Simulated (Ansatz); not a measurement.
**C₂H₇ClGeO₂: up Jacob's ladder to CCSD(T)**

How much do the methods differ for C₂H₇ClGeO₂? The plan is to run it at one geometry with functionals of several rungs and with coupled cluster, and see how far each lands from CCSD(T) at the basis-set limit for the atomisation energy.

Program: Ansatz 0.2.0, Gaussian basis. Level of theory: functionals in def2-TZVPP, the program's frozen cores in correlated methods. These are calculated values, not measurements.

Plan: PBE-D4, r2SCAN-D4, PBE0-D4, B3LYP-D4, ωB97X-V, ωB97M-V, B2PLYP; CCSD(T)/def2-TZVPP; MP2/def2-QZVPP; extrapolation to the limit.

### Step 1. The relaxed structure

An earlier PBE0-D4 in a triple-zeta def2 set relaxation fixed the geometry.

SMILES `C[O][GeH]([Cl])[O]C`, 13 atoms, charge 0, spin multiplicity 1.

Atoms are counted from 1 here; the program's logs count them from 0.

Bond lengths: C1–O2 1.412 Å, C1–H7 1.097 Å, C1–H8 1.091 Å, C1–H9 1.095 Å, O2–Ge3 1.758 Å, Ge3–Cl4 2.155 Å, Ge3–O5 1.746 Å, Ge3–H10 1.526 Å, O5–C6 1.417 Å, C6–H11 1.095 Å, C6–H12 1.094 Å, C6–H13 1.091 Å. Angles: O2–C1–H7 111.9°, O2–C1–H8 107.5°, O2–C1–H9 111.8°, H7–C1–H8 108.3°, H7–C1–H9 108.6°, H8–C1–H9 108.6°, C1–O2–Ge3 121.2°, O2–Ge3–Cl4 107.2°, O2–Ge3–O5 106.5°, O2–Ge3–H10 114.5°, Cl4–Ge3–O5 110.1°, Cl4–Ge3–H10 109.6°, O5–Ge3–H10 108.8°, Ge3–O5–C6 120.1°, O5–C6–H11 111.5°, O5–C6–H12 111.6°, O5–C6–H13 107.3°, H11–C6–H12 108.9° and more.

As a file:

```mol
C2H7ClGeO2
  3D, bonds by distance, orders not assigned

 13 12  0  0  0  0  0  0  0  0999 V2000
    0.5173   -1.3108   -1.8395 C   0  0
    0.3870   -0.9513   -0.4804 O   0  0
    0.8137    0.6595    0.0798 Ge  0  0
   -0.2056    2.0674   -1.1947 Cl  0  0
    0.2194    0.7900    1.7162 O   0  0
   -1.1503    0.5592    1.9944 C   0  0
    1.5623   -1.2844   -2.1713 H   0  0
    0.1508   -2.3334   -1.9453 H   0  0
   -0.0735   -0.6588   -2.4912 H   0  0
    2.3111    0.9552    0.0748 H   0  0
   -1.7908    1.2858    1.4836 H   0  0
   -1.4555   -0.4501    1.7026 H   0  0
   -1.2859    0.6717    3.0711 H   0  0
  1  2  8  0
  2  3  8  0
  3  4  8  0
  3  5  8  0
  5  6  8  0
  1  7  8  0
  1  8  8  0
  1  9  8  0
  3 10  8  0
  6 11  8  0
  6 12  8  0
  6 13  8  0
M  END
```

### Step 2. PBE-D4 (GGA)

Input file in.yaml:

```yaml
crystal:
  periodic: [false, false, false]
  atoms:
    - {symbol: C, position_ang: [0.517341, -1.310817, -1.839537]}
    - {symbol: O, position_ang: [0.387018, -0.951275, -0.480411]}
    - {symbol: Ge, position_ang: [0.813732, 0.659528, 0.079824]}
    - {symbol: Cl, position_ang: [-0.205628, 2.067410, -1.194685]}
    - {symbol: O, position_ang: [0.219352, 0.790008, 1.716222]}
    - {symbol: C, position_ang: [-1.150291, 0.559184, 1.994366]}
    - {symbol: H, position_ang: [1.562274, -1.284447, -2.171324]}
    - {symbol: H, position_ang: [0.150830, -2.333382, -1.945329]}
    - {symbol: H, position_ang: [-0.073458, -0.658791, -2.491221]}
    - {symbol: H, position_ang: [2.311128, 0.955162, 0.074782]}
    - {symbol: H, position_ang: [-1.790841, 1.285802, 1.483630]}
    - {symbol: H, position_ang: [-1.455533, -0.450081, 1.702557]}
    - {symbol: H, position_ang: [-1.285933, 0.671689, 3.071126]}
basis:
  gaussian: {orbitals: def2-TZVPP}
hamiltonian: {xc: pbe, dispersion: d4}
output: {forces: true, orbitals: {seedname: orbitals}}
```

Started as:

```bash
> ansatz run in.yaml --threads 2 --pin off --events-out ev --progress --plain --max-ram 22528MiB --backend cuda --devices 0, --max-vram 18GiB
```

Further steps of the session: r2SCAN-D4 (meta-GGA); PBE0-D4 (hybrid); B3LYP-D4 (hybrid); ωB97X-V (range-separated); ωB97M-V (range-separated); B2PLYP (double hybrid); CCSD(T) in def2-TZVPP; MP2 in def2-QZVPP.

Before running them: what should the planned runs give, taken together? Wanted: atomisation energy, CCSD(T)/CBS; farthest; mean size of error, hybrid; mean size of error, range-separated; gap, smallest and largest; T1 diagnostic; triples share of the correlation energy.

**Answer**, as computed:

```
                               quantity                                           value
        atomisation energy, CCSD(T)/CBS                                   4716.8 kJ/mol
 functionals within 47.2 kJ/mol (1.0 %)  r2SCAN-D4, PBE0-D4, B3LYP-D4, ωB97X-V, ωB97M-V
                               farthest                           B2PLYP (-72.0 kJ/mol)
             mean size of error, hybrid                                     32.9 kJ/mol
    mean size of error, range-separated                                      8.2 kJ/mol
              gap, smallest and largest            5.75 eV (PBE-D4), 13.12 eV (ωB97X-V)
                          T1 diagnostic                                          0.0115
triples share of the correlation energy                                           3.7 %
```

**Reading.** PBE-D4 is off by +65.8 kJ/mol. Double hybrids carry the basis error of their MP2 part in triple zeta, and no dispersion term here, so their miss is partly the set-up's. The reference freezes the cores and leaves out relativity and excitations past (T), and its outer-core shells are covered unevenly, so misses under about 47.2 kJ/mol can't be ranked. Hartree-Fock recovers 71 % of the binding; the rest is correlation. Orbital gaps span 5.7 to 13.1 eV; exact exchange widens them. Correlated methods include outer-core shells of Ge, which these sets cover unevenly.
